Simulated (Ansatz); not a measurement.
A first try at a relaxation of cell and ions of Mo, space group Im-3m, using the Python package of Ansatz (0.2.0).

`vcrelax_mo.py`
```python
# -*- coding: utf-8 -*-
"""Cell relaxation of Mo."""

import ansatz as az
from ase import Atoms
from ase.neighborlist import neighbor_list
import numpy as np

params = {
    "cutoff": 420,
    "kmesh": (15, 15, 15),
    "occupations": "cold",
    "width_ev": 0.05,
    "fmax": 0.05,
}

def edges_and_angles(cell):
    cell = np.asarray(cell)
    a, b, c = np.linalg.norm(cell, axis=1)
    cosines = cell[1] @ cell[2] / (b * c), cell[0] @ cell[2] / (a * c), cell[0] @ cell[1] / (a * b)
    return (a, b, c, *np.degrees(np.arccos(cosines)))


def main():
    system = (
        az.Lattice.from_parameters(2.725235, 2.725235, 2.725235, alpha=109.47122, beta=109.47122, gamma=109.47122)
        .atom("Mo", [0.0, 0.0, 0.0])
    )

    # edges free, angles fixed
    job = (
        system.calculation()
        .functional(az.Functional.PBE)
        .pseudopotentials("paw")
        .basis(params["cutoff"])
        .kpoints(*params["kmesh"])
        .occupations(params["occupations"], width=params["width_ev"])
        .relax(force_tolerance=params["fmax"], max_steps=30, fmax=0.05, fix_cell=["angles"], stress_tolerance=0.1)
    )
    steps = []


    def collect(event):
        if event["event"] == "relax_step":
            steps.append(event["data"])


    out = job.session().plan().execute(on_event=collect)
    r = out.report
    for s in steps:
        flag = "" if s["accepted"] else "  (rejected)"
        print("step %2d  E = %.5f eV  largest force component = %.4f eV/A%s" % (s["step"], s["lagrangian_ev"], s["allowed_force_max_ev_ang"], flag))

    first, last = steps[0], steps[-1]
    symbols = [site.symbol for site in out.lattice.sites]
    print(f"energy gained {first['lagrangian_ev'] - last['lagrangian_ev']:.4f} eV in {len(steps) - 1} steps")
    for label, vectors in (("before", first["cell_ang"]), ("after", out.lattice.cell_ang)):
        print(label, "a b c (A) {:.4f} {:.4f} {:.4f}  angles {:.2f} {:.2f} {:.2f}".format(*edges_and_angles(vectors)), f" V = {abs(np.linalg.det(vectors)):.3f} A^3")
    print("final stress xx yy zz (GPa, compression positive):", np.round(np.diag(r["stress_gpa"]), 3) + 0.0)

    final = Atoms(symbols, positions=last["positions_ang"], cell=out.lattice.cell_ang, pbc=True)
    i, j, d = neighbor_list("ijd", final, 4.5)
    print("neighbours within 1.1 times the shortest distance of each atom (A)")
    for atom in range(len(final)):
        near = [m for m in np.argsort(d) if i[m] == atom]
        shell = [m for m in near if d[m] < 1.1 * d[near[0]]]
        print(f"{symbols[atom]}{atom} ({len(shell)}):", ", ".join(f"{symbols[j[m]]} {d[m]:.3f}" for m in shell))

    change = np.array(last["positions_ang"]) @ np.linalg.inv(last["cell_ang"]) - np.array(first["positions_ang"]) @ np.linalg.inv(first["cell_ang"])
    moved = np.linalg.norm(change @ np.array(last["cell_ang"]), axis=1)
    print("displacement within the cell, strain taken out (A):", " ".join(f"{s}:{d:.3f}" for s, d in zip(symbols, moved)))

    print("atom   start x y z (A)              end x y z (A)")
    for symbol, a, b in zip(symbols, first["positions_ang"], last["positions_ang"]):
        print(f"{symbol:3s}", " ".join(f"{v:8.4f}" for v in a), "  ", " ".join(f"{v:8.4f}" for v in b))

    n_atoms = len(r["lattice"]["sites"])
    print("F =", round(r["free_energy_ev"], 4), "eV for", n_atoms, "atoms")
    print("E(sigma -> 0) =", round(r["energy_sigma0_ev"], 4), "eV, TS =", round(r["entropy_ts_ev"], 5), "eV")
    print("closed by", r["closed_by"], "after", r["n_iterations"], "iterations")


if __name__ == "__main__":
    main()
```

`python vcrelax_mo.py` gives:
```text
Traceback (most recent call last):
  File "vcrelax_mo.py", line 84, in <module>
    main()
    ~~~~^^
  File "vcrelax_mo.py", line 38, in main
    .relax(force_tolerance=params["fmax"], max_steps=30, fmax=0.05, fix_cell=["angles"], stress_tolerance=0.1)
     ~~~~~^^^^^^^^^^^^^^^^^^^^^^^^^^^^^^^^^^^^^^^^^^^^^^^^^^^^^^^^^^^^^^^^^^^^^^^^^^^^^^^^^^^^^^^^^^^^^^^^^^^^
TypeError: RelaxStep.relax() got an unexpected keyword argument 'fmax'
```

What is wrong, and how is it mended?

The fault: the step has no keyword fmax; its name for that setting is force_tolerance, and without it the default holds. The change:

```diff
--- before
+++ after
@@ -37,3 +37,3 @@
         .occupations(params["occupations"], width=params["width_ev"])
-        .relax(force_tolerance=params["fmax"], max_steps=30, fmax=0.05, fix_cell=["angles"], stress_tolerance=0.1)
+        .relax(force_tolerance=params["fmax"], max_steps=30, fix_cell=["angles"], stress_tolerance=0.1)
     )
```

With that change:

```console
$ python vcrelax_mo.py
DeckWarning: crystal.symmetry: narrowed to the stabiliser of the fixed cell quantities (relax.cell.fix) — unitary ops 48 → 12. The narrowing is safe, since a smaller group never makes results wrong: [...]
step  1  E = -4956.01614 eV  largest force component = 0.0000 eV/A
step  2  E = -4956.00860 eV  largest force component = 0.0000 eV/A  (rejected)
step  3  E = -4956.01874 eV  largest force component = 0.0000 eV/A
step  4  E = -4956.01875 eV  largest force component = 0.0000 eV/A
step  5  E = -4956.01882 eV  largest force component = 0.0000 eV/A
energy gained 0.0027 eV in 4 steps
before a b c (A) 2.7252 2.7252 2.7252  angles 109.47 109.47 109.47  V = 15.581 A^3
after a b c (A) 2.7382 2.7382 2.7382  angles 109.47 109.47 109.47  V = 15.804 A^3
final stress xx yy zz (GPa, compression positive): [0. 0. 0.]
neighbours within 1.1 times the shortest distance of each atom (A)
Mo0 (8): Mo 2.738, Mo 2.738, Mo 2.738, Mo 2.738, Mo 2.738, Mo 2.738, Mo 2.738, Mo 2.738
displacement within the cell, strain taken out (A): Mo:0.000
atom   start x y z (A)              end x y z (A)
Mo    0.0000   0.0000   0.0000      0.0000   0.0000   0.0000
F = -4956.0188 eV for 1 atoms
E(sigma -> 0) = -4956.0188 eV, TS = 6e-05 eV
closed by deck_thresholds after 4 iterations
```
(Warnings from the package without file and line, shortened.)

Absolute energies stand on the zero of these potentials, so only differences at equal settings mean something. A total without «per atom» is that of the whole cell that was run. The run is spin-unpolarised. Energies along a relaxation are free energies. Rows at an unchanged volume are solved on a plane-wave basis chosen afresh for that cell, so the energy can jump there; the script counts such rows among its steps. Edges and angles are those of the cell as typed, here a primitive one, not of the conventional cell. Hardware and time: 12 s on 1 thread of Arm Neoverse V2, on a shared host, peak memory 0.46 GiB.
